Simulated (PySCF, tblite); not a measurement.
**C3H8O4Si2: geometry, infrared bands and NMR shifts**

What infrared bands and NMR shifts should C3H8O4Si2 (`CO[Si@H]1OCC(=O)O[SiH2]1`) show?

Programs: tblite 0.8.0 and PySCF 2.14.0, with density-fitted response routines of our own. Each step states its level of theory. These are calculated values for one molecule in the gas phase, unless marked as measured. Atoms are numbered from 0 throughout.

### 1 The molecule as given

17 atoms, charge 0, multiplicity 1; geometry from: force field or distance geometry start.

Bonds of the start (Å): C0–O1 1.41, O1–Si2 1.69, Si2–O3 1.73, O3–C4 1.41, C4–C5 1.48, C5–O6 1.27, C5–O7 1.42, O7–Si8 1.74, Si8–Si2 2.24, C0–H9 1.12, C0–H10 1.11, C0–H11 1.11, Si2–H12 1.44, C4–H13 1.11, C4–H14 1.11, Si8–H15 1.49, Si8–H16 1.47.

### 2 Optimising the geometry with GFN2-xTB

What the job is given:

```
{"job": {"kind": "relax", "xc": "GFN2-xTB", "basis": "xTB"}, "charge": 0, "multiplicity": 1}
C      2.965700     0.191500    -0.162900
O      1.857600     0.134900     0.711200
Si     0.437100     0.177600    -0.212200
O     -0.359100    -1.356300    -0.296400
C     -1.313200    -1.477400     0.731600
C     -2.533200    -0.672400     0.527600
O     -3.553500    -1.272500     0.057300
O     -2.588700     0.708700     0.841100
Si    -1.057300     1.533100     0.755500
H      2.868200     1.124400    -0.768600
H      2.943700    -0.716300    -0.805400
H      3.900300     0.267300     0.425000
H      0.751600     0.552900    -1.569400
H     -0.862000    -1.364200     1.743800
H     -1.628200    -2.544300     0.687500
H     -1.230600     2.735700    -0.104000
H     -0.605500     1.989500     2.077800
```

On the command line:

```sh
OMP_NUM_THREADS=1 python probes_run.py task.json out
```

This one command runs all jobs of the session in turn.

**Question.** This job is followed by: GFN2-xTB harmonic vibrations, gas phase; GIAO PBE0/pcSseg-1 NMR shielding, non-relativistic, gas phase. What will the session give for the following? strongest single infrared mode (GFN2-xTB); zero-point energy (GFN2-xTB); ¹³C shifts against TMS (PBE0/pcSseg-1); ¹H shifts against TMS (PBE0/pcSseg-1, means over atoms taken as alike); ¹⁷O shifts against H2O (PBE0/pcSseg-1); ²⁹Si shifts against TMS (PBE0/pcSseg-1).

The runs gave:

```
                                                              quantity                                   value
                             strongest single infrared mode (GFN2-xTB)                   1774 cm⁻¹, 589 km/mol
                                          zero-point energy (GFN2-xTB)                           70.0 kcal/mol
                                ¹³C shifts against TMS (PBE0/pcSseg-1)                   169.1, 68.9, 53.5 ppm
¹H shifts against TMS (PBE0/pcSseg-1, means over atoms taken as alike)  5.66, 5.38, 5.16, 4.72, 4.54, 3.90 ppm
                                ¹⁷O shifts against H2O (PBE0/pcSseg-1)            483.2, 168.8, 64.1, 44.9 ppm
                               ²⁹Si shifts against TMS (PBE0/pcSseg-1)                        -28.6, -30.5 ppm
```

What this shows: Over 136 steps the energy fell by 1.459 eV; of the close pairs, C5–O7 changed most, 1.417 to 1.321 Å. No mode is imaginary among the 45: a minimum at this level. The strongest single mode, at 1774 cm⁻¹, moves mainly C5 and O6. GFN2-xTB is a fitted tight-binding method: band positions and strengths are rough. Its intensities can rank the bands wrongly. At PBE0/pcSseg-1: The widest tensor belongs to O6: span 722 ppm, with a paramagnetic part of -543 ppm.
